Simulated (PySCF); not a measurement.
# MoNOH: singlet, from a bent start

The task is one start of a wider search on MoNOH: the singlet, from a bent start. It is relaxed, tested by its Hessian and followed downhill if it is a saddle.

The runs use PySCF 2.14.0; PBE0, basis Mo def2-TZVP with ECP28, N def2-TZVP, O def2-TZVP, H def2-TZVP, scalar-relativistic core potentials, no spin–orbit coupling, density fitting.

## 1. Starting geometry

4 atoms, charge 0, spin multiplicity 1.

Bond lengths: Mo1–N2 1.810 Å, Mo1–O3 2.010 Å, O3–H4 0.960 Å. Angles: N2–Mo1–O3 110.0°, Mo1–O3–H4 130.0°.

```xyz
4
charge 0 multiplicity 1
Mo    0.0601   -0.0057   -0.2676
N     1.5428   -0.0057    0.7706
O    -1.5864   -0.0057    0.8853
H    -2.0919    0.7297    1.2392
```

## 2. Bent start, singlet: relaxation

The steps below are one call of a driver around PySCF. For each, scf.py gives the equivalent set-up of the SCF; relaxations use the driver's own optimiser. Before each start the driver seeks the lowest SCF state from one or more starting densities and follows internal instabilities, so scf.py alone need not reach the same state.

The program finds C1 symmetry in the start. Threshold on the gradient: 0.0003 Eh/bohr, with a further test on the energy change.

File scf.py:

```python
from pyscf import gto, scf, dft
mol = gto.M(atom='''
Mo     0.060058    -0.005749    -0.267604
N      1.542758    -0.005749     0.770596
O     -1.586442    -0.005749     0.885296
H     -2.091942     0.729651     1.239196''',
    basis={'Mo': 'def2-TZVP', 'N': 'def2-TZVP', 'O': 'def2-TZVP', 'H': 'def2-TZVP'},
    ecp={'Mo': 'def2-TZVP'},
    charge=0, spin=0)
mf = dft.RKS(mol, xc='PBE0')
mf.grids.atom_grid = (50, 194)
aux = {'Mo': 'def2-universal-JKFIT', 'N': 'def2-universal-JKFIT', 'O': 'def2-universal-JKFIT', 'H': 'def2-universal-JKFIT'}
mf = mf.density_fit(auxbasis=aux)
mf.kernel()
```

Steps of the walk:

```csv
step,energy (Eh),change (kJ/mol),largest gradient (Eh/bohr)
0,-198.579732,0.00,0.12117
1,-198.616919,-97.64,0.02285
2,-198.617419,-98.95,0.00834
3,-198.617601,-99.43,0.00231
4,-198.617889,-100.18,0.00481
5,-198.618552,-101.92,0.01144
6,-198.620370,-106.70,0.02763
7,-198.621569,-109.84,0.03092
8,-198.623483,-114.87,0.01570
9,-198.625007,-118.87,0.00980
10,-198.626843,-123.69,0.01886
11,-198.627896,-126.45,0.00504
12,-198.628246,-127.37,0.01028
13,-198.628336,-127.61,0.00654
14,-198.628440,-127.88,0.00107
15,-198.628457,-127.93,0.00085
16,-198.628461,-127.94,0.00027
17,-198.628461,-127.94,0.00017
```

The walk needed 22 s of wall time on 4 threads, shared host.

It settles in Cs symmetry, 127.9 kJ/mol below the start, after 17 steps: Mo–N 1.617 Å, Mo–O 1.869 Å, O–H 0.960 Å; H–O–Mo 119.9°, N–Mo–O 105.9°.

## 3. Hessian and properties

The point is checked on the finer grid, and tightened if its gradient asks for it. The Hessian and the dipole derivatives come from central differences of analytic gradients, with steps of 0.01 bohr.

Edit scf.py of step 2 so:

```diff
@@ -3,4 +3,4 @@
-Mo     0.060058    -0.005749    -0.267604
-N      1.542758    -0.005749     0.770596
-O     -1.586442    -0.005749     0.885296
-H     -2.091942     0.729651     1.239196''',
+Mo     0.097587    -0.104389    -0.226321
+N      1.210239     0.315810     0.869100
+O     -1.556023     0.318082     0.535439
+H     -1.593265     0.704921     1.413860''',
@@ -11 +11 @@
-mf.grids.atom_grid = (50, 194)
+mf.grids.atom_grid = (75, 302)
```

The driver hands on the density of the step before, so the log starts near convergence.

Log of the central SCF (cycles and frontier levels):

```text
init E= -198.628450417527
  HOMO = -0.191446665673865  LUMO = -0.103183029247649  gap/eV = 2.40178
cycle= 1 E= -198.628450417267  delta_E= 2.6e-10  |g|= 3.81e-05  |ddm|= 2.81e-05
  HOMO = -0.191442477370448  LUMO = -0.103177698185745  gap/eV = 2.40181
cycle= 2 E= -198.628450412875  delta_E= 4.39e-09  |g|= 0.000153  |ddm|= 9.41e-05
  HOMO = -0.191446443439354  LUMO = -0.103182602294786  gap/eV = 2.40178
cycle= 3 E= -198.628450417548  delta_E= -4.67e-09  |g|= 7.88e-06  |ddm|= 7.66e-05
  HOMO = -0.191446012295668  LUMO = -0.103182094262665  gap/eV = 2.40178
cycle= 4 E= -198.62845041756  delta_E= -1.19e-11  |g|= 1.35e-06  |ddm|= 5.65e-06
  HOMO = -0.191445713071015  LUMO = -0.103181647722059  gap/eV = 2.40179
Extra cycle  E= -198.62845041756  delta_E= -4.55e-13  |g|= 2.67e-06  |ddm|= 4.13e-06
converged SCF energy = -198.62845041756
```

The whole step took 26 s.

Geometry: Cs; Mo–N 1.617 Å, Mo–O 1.869 Å, O–H 0.961 Å; H–O–Mo 119.9°, N–Mo–O 105.9°.

Harmonic modes (main isotopes):

```
symmetry  ω (cm⁻¹)  IR (km/mol)  μ (u)
      a'       263         15.2   7.56
     a''       545          111   1.15
      a'       626          354   1.97
      a'       706         33.9   2.19
      a'      1182         99.8  15.63
      a'      3894          235   1.07
```

All wavenumbers are real: a minimum.

Properties at this point:

| Item | Value |
| --- | --- |
| Dipole moment | 2.53 D |
| Highest occupied level | -5.21 eV |
| Lowest empty level | -2.81 eV |
| Rotational constants | 0.6476, 0.2656, 0.1883 cm⁻¹ |
| Zero-point energy | 43.2 kJ/mol |
| Principal polarisabilities | 58.0, 76.0, 86.8 bohr³ |
| Atomisation energy without zero-point energy | 1209 kJ/mol |
| Principal traceless quadrupole moments about the centre of mass | -9.06, -4.40, 13.46 D Å |
| Entropy at 298.15 K and 1 bar | 279.8 J/(mol K) |
| Heat capacity Cp at 298.15 K | 53.8 J/(mol K) |
| Enthalpy at 298.15 K above 0 K | 12.37 kJ/mol |
| Rotational symmetry number | 1 |

Charges (e) and bond orders:

```csv
atom,Mulliken,Löwdin,polar tensor,Mayer order to Mo1
Mo1,0.87,0.42,1.18,–
N2,-0.51,-0.29,-0.55,2.95
O3,-0.72,-0.30,-0.97,1.12
H4,0.36,0.17,0.34,0.01
```

Mulliken populations on Mo1 (outside its core potential): s 2.66, p 6.11, d 4.32, f 0.04.

## 4. Would spin polarisation lower it?

At the lowest minimum the closed shell is tested against spin polarisation, on the (50, 194) grid. It is unstable: an open-shell solution lies lower. That solution was not followed to a minimum here.

## 5. Summary of results

| quantity | value |
| --- | --- |
| minimum | singlet, Cs (closed shell, unstable towards spin polarisation) |
| geometry | Mo–N 1.617 Å, Mo–O 1.869 Å, O–H 0.961 Å; H–O–Mo 119.9°, N–Mo–O 105.9° |
| wavenumbers (cm⁻¹) | 263 (a'), 545 (a''), 626 (a'), 706 (a'), 1182 (a'), 3894 (a') |
| dipole moment | 2.53 D |
| highest occupied, lowest empty level | -5.21, -2.81 eV |
| polar-tensor charge of Mo1 | +1.18 e |
| zero-point energy | 43.2 kJ/mol |

From C1 at the start the molecule goes to a Cs minimum. In the infrared the band at 626 cm⁻¹ (a') leads. Other starts or spin states, not run here, may lie lower. A stability analysis at the minimum finds the closed shell unstable towards spin polarisation: an open-shell solution lies lower, and these values are not those of the lowest state.

The search up to here took 54 s.
